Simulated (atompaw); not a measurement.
# Aluminium: generating and testing a PAW (atompaw) potential

Do these settings give a usable potential? It is generated, then checked for scattering, ghosts and hardness.

Method: atompaw 4.2.0.5, PBE, scalar-relativistic.

### 1 The design

The settings as typed:

```
element                 : aluminium (Al, Z = 13)
type                    : PAW
frozen core             : [Ne]
valence charge          : 3
reference configuration : 3s2 3p1
partial waves           : 3s (bound): rc 2.00 bohr; 3s channel at -0.15 Ry: rc 2.00 bohr; 3p (bound): rc 2.95 bohr; 3p channel at 3.6 Ry: rc 2.95 bohr; 3d channel at 0.3 Ry: rc 2.95 bohr; 3d channel at 1.2 Ry: rc 2.95 bohr
local potential         : troulliermartins scheme with l = 3 at 0 Ry, radius 2.20 bohr
core correction         : smooth core density matched at 1.85 bohr
augmentation charge     : sinc compensation charge, radius 2.70 bohr; PAW radius 2.95 bohr; waves and projectors: custom polynom gramschmidtortho
```

### 2 Generating the potential

Input file Al.input:

```
Al 13
GGA-PBE scalarrelativistic loggrid 1500 logderivrange -3 5 201
3 3 0 0 0 0
3 1 1
0 0 0
c
c
v
c
v
2
2.95 2.70 2.20 1.85
y
-0.15
n
y
3.6
n
y
0.3
y
1.2
n
custom polynom gramschmidtortho sinc
3 0 troulliermartins
2.00
2.00
2.95
2.95
2.95
2.95
PWSCFOUT
UPFDX 0.0125d0 UPFXMIN -7.d0 UPFZMESH 13.d0
END
```

On the command line:

```bash
$ atompaw < Al.input > Al.log
```

Before running it: what results should come out? Wanted: cutoffs for 10 and 1 mRy, occupied levels; bound ghosts; largest phase difference near zero energy, channels read; lowest eigenvalue of the overlap; share of valence orbitals outside the PAW sphere; UPF file.

**Answer**, as computed:

| quantity | value |
| --- | --- |
| cutoffs for 10 and 1 mRy, occupied levels | 6 Ry or less and 15 Ry |
| bound ghosts | s at -106.81 eV |
| largest phase difference near zero energy, channels read | 0.001 rad |
| lowest eigenvalue of the overlap (Bessel basis) | 0.153 (s) |
| share of valence orbitals outside the PAW sphere | 3s 29 %, 3p 56 % |
| UPF file | written |

It has a bound ghost (s), a state that the atom doesn't have, and that rules the file out. Close by lies the frozen 2s level (-108.2 eV). The potential is soft on the atom at that tolerance: the looser tolerance needs 6 Ry or less. The slowest occupied level is 3s: taken alone it needs 12 Ry to come within 1 mRy, against 6 Ry or less for 3p. Near zero energy the phases of the channels with partial waves agree within 0.001 rad. All of this concerns the isolated atom, not yet a solid.
